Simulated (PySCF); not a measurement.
**A workflow on CH2In**

Wanted: a series of 17 runs (UPBE0-D4/def2-TZVP, UCCSD(T)/def2-SVPD, USVWN5/def2-SVPD, UPBE/def2-SVPD, UBLYP/def2-SVPD, U-revPBE/def2-SVPD, UTPSS/def2-SVPD, U-r2SCAN/def2-SVPD, and more) of CH2In. Input form: a Python script.

Program for the calculation: PySCF 2.14.0.

**1. Starting point**

CH2In: 4 atoms, total charge 0, spin state doublet. The shape is cut from that of the parent molecule. The run starts from this shape.

Bond lengths: C1–In2 2.230 Å, C1–H3 1.115 Å, C1–H4 1.099 Å. Angles: In2–C1–H3 112.3°, In2–C1–H4 112.4°, H3–C1–H4 105.7°.

**2. A structure relaxation at UPBE0-D4/def2-TZVP (density fitting with def2-universal-jkfit, core potential) (run 1)**

File run.py:

```python
from pyscf import gto, dft
from pyscf.geomopt.geometric_solver import kernel as optimise

molecule = gto.M(
    atom='C -0.160636 0.068378 -0.076746; In 1.776885 -0.728100 0.687289; H -0.982485 -0.029326 0.670840; H -0.508523 -0.464760 -0.972884',
    charge=0,
    verbose=3,
    spin=1,
    basis='def2-tzvp',
    ecp={'In': 'def2-svp'},
    max_memory=1860,
)

mf = dft.UKS(molecule, xc='pbe0')
mf = mf.density_fit(auxbasis='def2-universal-jkfit')
mf.grids.level = 4
mf.disp = 'd4'
mf.max_cycle = 100
mf.conv_tol = 1e-09
converged, mol_eq = optimise(mf, maxsteps=80)
print('converged:', converged)
print(mol_eq.tostring())

mf.reset(mol_eq)
molecule = mol_eq
mf.kernel()
energy = mf.e_tot
print('E = %.10f Eh' % energy)
```

On the command line:

```sh
$ OMP_NUM_THREADS=1 python run.py
```

What it wrote:

```text
maxiter                   80
----------------------------------------------------------
Custom engine selected.
Bonds will be generated from interatomic distances less than 1.20 times sum of covalent radii
12 internal coordinates being used (instead of 12 Cartesians)
Internal coordinate system (atoms numbered from 1):
Distance 1-2
Distance 1-3
Distance 1-4
Angle 2-1-3
Angle 2-1-4
Angle 3-1-4
Translation-X 1-4
Translation-Y 1-4
Translation-Z 1-4
Rotation-A 1-4
Rotation-B 1-4
Rotation-C 1-4
> ===== Optimization Info: ====
> Job type: Energy minimization
> Maximum number of optimization cycles: 80
> Initial / maximum trust radius (Angstrom): 0.100 / 0.300
> Convergence Criteria:
> Will converge when all 5 criteria are reached:
>  |Delta-E| < 1.00e-06
>  RMS-Grad  < 3.00e-04
>  Max-Grad  < 4.50e-04
>  RMS-Disp  < 1.20e-03
>  Max-Disp  < 1.80e-03
> === End Optimization Info ===

Geometry optimization cycle 1
Cartesian coordinates (Angstrom)
 Atom        New coordinates             dX        dY        dZ
   C  -0.160636   0.068378  -0.076746    0.000000  0.000000  0.000000
  In   1.776885  -0.728100   0.687289    0.000000  0.000000  0.000000
   H  -0.982485  -0.029326   0.670840    0.000000  0.000000 -0.000000
   H  -0.508523  -0.464760  -0.972884    0.000000  0.000000  0.000000

WARN: Mole.unit (angstrom) is changed to Bohr

converged SCF energy = -229.331091099169  <S^2> = 0.77018356  2S+1 = 2.0200827
--------------- DFUKS_Scanner gradients ---------------
         x                y                z
0 C     0.0001915629     0.0177576732    -0.0127067919
1 In     0.0041313821    -0.0055589840     0.0025816617
2 H    -0.0050895835    -0.0070231195     0.0059363286
3 H     0.0007637707    -0.0051661664     0.0041854215
----------------------------------------------
cycle 1: E = -229.331091099  dE = -229.331  norm(grad) = 0.0262055
Step    0 : Gradient = 1.310e-02/2.184e-02 (rms/max) Energy = -229.3310910992
Hessian Eigenvalues: 5.00000e-02 5.00000e-02 5.00000e-02 ... 1.60000e-01 3.20465e-01 3.37665e-01

Geometry optimization cycle 2
Cartesian coordinates (Angstrom)
 Atom        New coordinates             dX        dY        dZ
   C  -0.161168  -0.031701  -0.046453   -0.000532 -0.100079  0.030293
  In   1.789983  -0.706827   0.687909    0.013098  0.021273  0.000620
   H  -0.990038   0.014984   0.677504   -0.007553  0.044310  0.006664
   H  -0.513414  -0.430662  -1.010318   -0.004891  0.034098 -0.037434
converged SCF energy = -229.334874833364  <S^2> = 0.76591332  2S+1 = 2.0158505
--------------- DFUKS_Scanner gradients ---------------
         x                y                z
0 C     0.0016011981     0.0094507127    -0.0023083657
1 In    -0.0028298804    -0.0015409379    -0.0003692749
2 H    -0.0003845807    -0.0030927799     0.0046933021
3 H     0.0016006025    -0.0048206936    -0.0020221180
----------------------------------------------
cycle 2: E = -229.334874833  dE = -0.00378373  norm(grad) = 0.0130137
Step    1 : Displace = 6.366e-02/1.045e-01 (rms/max) Trust = 1.000e-01 (=) Grad = 6.507e-03/9.859e-03 (rms/max) E (change) = -229.3348748334 (-3.784e-03) Quality = 1.650
Hessian Eigenvalues: 3.70270e-02 5.00000e-02 5.00000e-02 ... 1.81740e-01 3.21118e-01 3.56234e-01

Geometry optimization cycle 3
Cartesian coordinates (Angstrom)
 Atom        New coordinates             dX        dY        dZ
   C  -0.176605  -0.139991  -0.021190   -0.015436 -0.108290  0.025263
  In   1.823030  -0.689874   0.693265    0.033047  0.016954  0.005355
   H  -0.999904   0.062198   0.669862   -0.009866  0.047214 -0.007642
   H  -0.520964  -0.386517  -1.033188   -0.007550  0.044145 -0.022870
converged SCF energy = -229.33703436068  <S^2> = 0.75824536  2S+1 = 2.0082284
--------------- DFUKS_Scanner gradients ---------------
         x                y                z
0 C    -0.0011783925     0.0044385650     0.0003325707
1 In    -0.0034883522    -0.0001940814    -0.0008967074
2 H     0.0022004878    -0.0014179736     0.0031038287
3 H     0.0024737418    -0.0028319639    -0.0025393582
----------------------------------------------
cycle 3: E = -229.337034361  dE = -0.00215953  norm(grad) = 0.00844303
Step    2 : Displace = 6.878e-02/1.124e-01 (rms/max) Trust = 1.414e-01 (+) Grad = 4.222e-03/4.604e-03 (rms/max) E (change) = -229.3370343607 (-2.160e-03) Quality = 1.052
Hessian Eigenvalues: 1.99596e-02 5.00000e-02 5.00000e-02 ... 1.82441e-01 3.40769e-01 3.65386e-01

Geometry optimization cycle 4
Cartesian coordinates (Angstrom)
 Atom        New coordinates             dX        dY        dZ
   C  -0.192640  -0.227077  -0.002925   -0.016035 -0.087086  0.018266
  In   1.846244  -0.676255   0.695889    0.023213  0.013618  0.002624
   H  -1.005051   0.099529   0.662612   -0.005146  0.037331 -0.007250
   H  -0.523093  -0.350341  -1.046843   -0.002129  0.036175 -0.013655
converged SCF energy = -229.337725514927  <S^2> = 0.75528119  2S+1 = 2.0052742
--------------- DFUKS_Scanner gradients ---------------
         x                y                z
0 C     0.0020111864     0.0004344007     0.0015606362
1 In    -0.0020016408     0.0002998026    -0.0006158321
2 H    -0.0011277282     0.0009574931     0.0049331012
3 H     0.0011234373    -0.0016905509    -0.0058730641
----------------------------------------------
cycle 4: E = -229.337725515  dE = -0.000691154  norm(grad) = 0.00873395
Step    3 : Displace = 5.449e-02/9.056e-02 (rms/max) Trust = 2.000e-01 (+) Grad = 4.367e-03/6.214e-03 (rms/max) E (change) = -229.3377255149 (-6.912e-04) Quality = 1.070
Hessian Eigenvalues: 1.71003e-02 5.00000e-02 5.00000e-02 ... 1.60044e-01 3.38881e-01 3.75161e-01
Inverse iteration for Cartesians failed
Internal coordinate system may have changed
-- Added: --
Out-of-Plane 1-3-2-4
-- Deleted: --
Angle 2-1-3
Refreshing coordinate system and resetting rotations
Updating Hessian using 3 steps from history
Skipping optimization step
Hessian Eigenvalues: 8.47968e-03 4.96896e-02 5.00000e-02 ... 1.63625e-01 3.38067e-01 3.42504e-01

Geometry optimization cycle 5
Cartesian coordinates (Angstrom)
 Atom        New coordinates             dX        dY        dZ
   C  -0.191034  -0.159730   0.110268    0.001605  0.067347  0.113193
  In   1.962593  -0.738603   0.603322    0.116350 -0.062348 -0.092567
   H  -1.192940   0.109137   0.522775   -0.187889  0.009608 -0.139837
   H  -0.453589  -0.364287  -0.928121    0.069503 -0.013946  0.118723
converged SCF energy = -229.332568844558  <S^2> = 0.75611644  2S+1 = 2.0061071
--------------- DFUKS_Scanner gradients ---------------
         x                y                z
0 C     0.0081768846     0.0018628410    -0.0029493119
1 In     0.0136318386    -0.0046557061     0.0002737928
2 H    -0.0162322432     0.0004783601    -0.0080273139
3 H    -0.0055820703     0.0023207723     0.0107083112
----------------------------------------------
cycle 5: E = -229.332568845  dE = 0.00515667  norm(grad) = 0.0276762
Step    4 : Displace = 1.713e-01/2.343e-01 (rms/max) Trust = 2.828e-01 (+) Grad = 1.384e-02/1.811e-02 (rms/max) E (change) = -229.3325688446 (+5.157e-03) Quality = -6.466
Rejecting step - quality is lower than -1.0
Hessian Eigenvalues: 8.47968e-03 4.96896e-02 5.00000e-02 ... 1.63625e-01 3.38067e-01 3.42504e-01

Geometry optimization cycle 6
Cartesian coordinates (Angstrom)
 Atom        New coordinates             dX        dY        dZ
   C  -0.189781  -0.197046   0.052977    0.001254 -0.037316 -0.057290
  In   1.913918  -0.709076   0.651007   -0.048676  0.029528  0.047685
   H  -1.107148   0.106871   0.589051    0.085792 -0.002266  0.066276
   H  -0.491829  -0.354645  -0.984626   -0.038240  0.009642 -0.056506
converged SCF energy = -229.336641816764  <S^2> = 0.75561536  2S+1 = 2.0056075
--------------- DFUKS_Scanner gradients ---------------
         x                y                z
0 C     0.0038506479     0.0005401443    -0.0031490434
1 In     0.0071170643    -0.0023300702     0.0004602496
2 H    -0.0088424027     0.0008988847    -0.0025501086
3 H    -0.0021303797     0.0008890912     0.0052299924
----------------------------------------------
cycle 6: E = -229.336641817  dE = -0.00407297  norm(grad) = 0.0141248
Step    5 : Displace = 9.008e-02/1.260e-01 (rms/max) Trust = 8.566e-02 (x) Grad = 7.062e-03/9.247e-03 (rms/max) E (change) = -229.3366418168 (+1.084e-03) Quality = -1.674
Rejecting step - quality is lower than -1.0
Hessian Eigenvalues: 8.47968e-03 4.96896e-02 5.00000e-02 ... 1.63625e-01 3.38067e-01 3.42504e-01

Geometry optimization cycle 7
Cartesian coordinates (Angstrom)
 Atom        New coordinates             dX        dY        dZ
   C  -0.191138  -0.218638   0.024246   -0.001357 -0.021592 -0.028731
  In   1.882718  -0.691470   0.675420   -0.031200  0.017606  0.024413
   H  -1.055162   0.104648   0.622083    0.051986 -0.002223  0.033032
   H  -0.511147  -0.348617  -1.013207   -0.019317  0.006028 -0.028581
converged SCF energy = -229.337720761293  <S^2> = 0.75536074  2S+1 = 2.0053536
--------------- DFUKS_Scanner gradients ---------------
         x                y                z
0 C     0.0014483045     0.0002120836    -0.0019279988
1 In     0.0029110591    -0.0009819683     0.0001505716
2 H    -0.0040067811     0.0006334028    -0.0002142041
3 H    -0.0003472250     0.0001326941     0.0019878243
----------------------------------------------
cycle 7: E = -229.337720761  dE = -0.00107894  norm(grad) = 0.00599266
Step    6 : Displace = 4.541e-02/6.460e-02 (rms/max) Trust = 4.283e-02 (x) Grad = 2.996e-03/4.062e-03 (rms/max) E (change) = -229.3377207613 (+4.754e-06) Quality = -0.011
Hessian Eigenvalues: 1.88906e-02 4.99638e-02 5.00000e-02 ... 1.64529e-01 2.75753e-01 3.51157e-01

Geometry optimization cycle 8
Cartesian coordinates (Angstrom)
 Atom        New coordinates             dX        dY        dZ
   C  -0.192354  -0.227919   0.011315   -0.001215 -0.009281 -0.012931
  In   1.867364  -0.683225   0.687849   -0.015353  0.008245  0.012429
   H  -1.027255   0.101750   0.633503    0.027907 -0.002898  0.011420
   H  -0.522579  -0.344677  -1.024091   -0.011432  0.003940 -0.010884
converged SCF energy = -229.33791298958  <S^2> = 0.75526314  2S+1 = 2.0052562
--------------- DFUKS_Scanner gradients ---------------
         x                y                z
0 C    -0.0018144592     0.0009949931     0.0000050261
1 In     0.0010010275    -0.0003950275    -0.0000032393
2 H     0.0004786056    -0.0005486820    -0.0012438857
3 H     0.0003416181    -0.0000530226     0.0012432979
----------------------------------------------
cycle 8: E = -229.33791299  dE = -0.000192228  norm(grad) = 0.00303036
Step    7 : Displace = 2.177e-02/3.045e-02 (rms/max) Trust = 2.141e-02 (-) Grad = 1.515e-03/2.069e-03 (rms/max) E (change) = -229.3379129896 (-1.922e-04) Quality = 0.893
Hessian Eigenvalues: 2.35879e-02 4.99750e-02 4.99999e-02 ... 1.38520e-01 2.94866e-01 3.66276e-01

Geometry optimization cycle 9
Cartesian coordinates (Angstrom)
 Atom        New coordinates             dX        dY        dZ
   C  -0.192851  -0.239352   0.004378   -0.000498 -0.011433 -0.006938
  In   1.860042  -0.677679   0.694961   -0.007322  0.005546  0.007112
   H  -1.013425   0.103351   0.641551    0.013830  0.001602  0.008048
   H  -0.528908  -0.340384  -1.032452   -0.006329  0.004293 -0.008362
converged SCF energy = -229.337948640301  <S^2> = 0.75522066  2S+1 = 2.0052139
--------------- DFUKS_Scanner gradients ---------------
         x                y                z
0 C    -0.0005506137     0.0002345417     0.0002144242
1 In    -0.0001107477    -0.0000039510    -0.0001336164
2 H     0.0002609173    -0.0000562474     0.0001715924
3 H     0.0004060740    -0.0001744018    -0.0002479669
----------------------------------------------
cycle 9: E = -229.33794864  dE = -3.56507e-05  norm(grad) = 0.000889821
Step    8 : Displace = 1.324e-02/1.626e-02 (rms/max) Trust = 3.028e-02 (+) Grad = 4.449e-04/6.357e-04 (rms/max) E (change) = -229.3379486403 (-3.565e-05) Quality = 1.018
Hessian Eigenvalues: 1.97142e-02 4.99739e-02 4.99988e-02 ... 1.77528e-01 2.90027e-01 3.63489e-01

Geometry optimization cycle 10
Cartesian coordinates (Angstrom)
 Atom        New coordinates             dX        dY        dZ
   C  -0.193082  -0.245292   0.003344   -0.000231 -0.005940 -0.001034
  In   1.860557  -0.676116   0.697242    0.000515  0.001563  0.002281
   H  -1.010530   0.104473   0.639930    0.002895  0.001122 -0.001621
   H  -0.532369  -0.337154  -1.032293   -0.003461  0.003231  0.000159
converged SCF energy = -229.337950566001  <S^2> = 0.75522275  2S+1 = 2.005216
--------------- DFUKS_Scanner gradients ---------------
         x                y                z
0 C    -0.0006932484    -0.0000359489    -0.0000788346
1 In    -0.0000301766     0.0000458083    -0.0000579828
2 H     0.0004460979    -0.0000940042    -0.0002877970
3 H     0.0002823336     0.0000844325     0.0004299106
----------------------------------------------
cycle 10: E = -229.337950566  dE = -1.9257e-06  norm(grad) = 0.00102801
Step    9 : Displace = 4.444e-03/6.011e-03 (rms/max) Trust = 4.283e-02 (+) Grad = 5.140e-04/6.986e-04 (rms/max) E (change) = -229.3379505660 (-1.926e-06) Quality = 0.588
Hessian Eigenvalues: 3.17004e-02 4.99675e-02 4.99973e-02 ... 1.52088e-01 3.42220e-01 3.57231e-01

Geometry optimization cycle 11
Cartesian coordinates (Angstrom)
 Atom        New coordinates             dX        dY        dZ
   C  -0.192220  -0.243031   0.003263    0.000862  0.002261 -0.000081
  In   1.860790  -0.676725   0.697164    0.000233 -0.000609 -0.000078
   H  -1.011579   0.103812   0.640169   -0.001049 -0.000661  0.000239
   H  -0.532621  -0.338143  -1.032571   -0.000252 -0.000989 -0.000278
converged SCF energy = -229.337952298509  <S^2> = 0.75522176  2S+1 = 2.005215
--------------- DFUKS_Scanner gradients ---------------
         x                y                z
0 C    -0.0001552723    -0.0000324052     0.0001491700
1 In    -0.0000326978     0.0000206687    -0.0000594633
2 H     0.0000927805     0.0000049702    -0.0000526024
3 H     0.0001003453     0.0000070522    -0.0000319904
----------------------------------------------
cycle 11: E = -229.337952299  dE = -1.73251e-06  norm(grad) = 0.000273835
Step   10 : Displace = 1.499e-03/2.442e-03 (rms/max) Trust = 4.283e-02 (=) Grad = 1.369e-04/2.177e-04 (rms/max) E (change) = -229.3379522985 (-1.733e-06) Quality = 1.258
Hessian Eigenvalues: 2.98407e-02 4.98429e-02 4.99811e-02 ... 1.55180e-01 3.41805e-01 3.81142e-01

Geometry optimization cycle 12
Cartesian coordinates (Angstrom)
 Atom        New coordinates             dX        dY        dZ
   C  -0.191634  -0.241939   0.002381    0.000586  0.001092 -0.000882
  In   1.860677  -0.676837   0.697868   -0.000112 -0.000111  0.000704
   H  -1.011232   0.103152   0.640325    0.000347 -0.000660  0.000156
   H  -0.533812  -0.338479  -1.032902   -0.001191 -0.000336 -0.000330
converged SCF energy = -229.337952805402  <S^2> = 0.75522178  2S+1 = 2.005215
--------------- DFUKS_Scanner gradients ---------------
         x                y                z
0 C     0.0000237278    -0.0000178474     0.0001417654
1 In    -0.0000206319     0.0000077601    -0.0000336830
2 H    -0.0000133287     0.0000208260     0.0000114394
3 H     0.0000153071    -0.0000102884    -0.0001143269
----------------------------------------------
cycle 12: E = -229.337952805  dE = -5.06893e-07  norm(grad) = 0.000191709
Step   11 : Displace = 1.116e-03/1.518e-03 (rms/max) Trust = 6.057e-02 (+) Grad = 9.585e-05/1.448e-04 (rms/max) E (change) = -229.3379528054 (-5.069e-07) Quality = 1.380
Hessian Eigenvalues: 2.98407e-02 4.98429e-02 4.99811e-02 ... 1.55180e-01 3.41805e-01 3.81142e-01
Converged! =D

converged: True
C          -0.19163418       -0.24193868        0.00238104
In          1.86067725       -0.67683673        0.69786786
H          -1.01123185        0.10315161        0.64032454
H          -0.53381171       -0.33847886       -1.03290178

WARN: HOMO -0.509368407320228 >= LUMO -0.509368407320226

converged SCF energy = -229.337952805347  <S^2> = 0.75522107  2S+1 = 2.0052143
E = -229.3379528053 Eh
```

Wall time 3.7 min (1 thread of Arm Neoverse V1, shared host); peak memory 0.88 GiB.

Steps, from the record of the run:

```tsv
step	energy from the first frame kept (eV)	largest force (eV/Å)
0	0.0000	1.1229
1	-0.1030	0.5070
2	-0.1617	0.2368
3	-0.1805	0.3195
4	-0.0402	0.9315
5	-0.1510	0.4755
6	-0.1804	0.2089
7	-0.1856	0.1064
8	-0.1866	0.0327
9	-0.1867	0.0359
10	-0.1867	0.0112
11	-0.1867	0.0074
```

After the run. Bond lengths: C1–In2 2.210 Å, C1–H3 1.094 Å, C1–H4 1.095 Å. Angles: In2–C1–H3 125.0°, In2–C1–H4 124.8°, H3–C1–H4 110.2°.

[end of part 1 of 2]
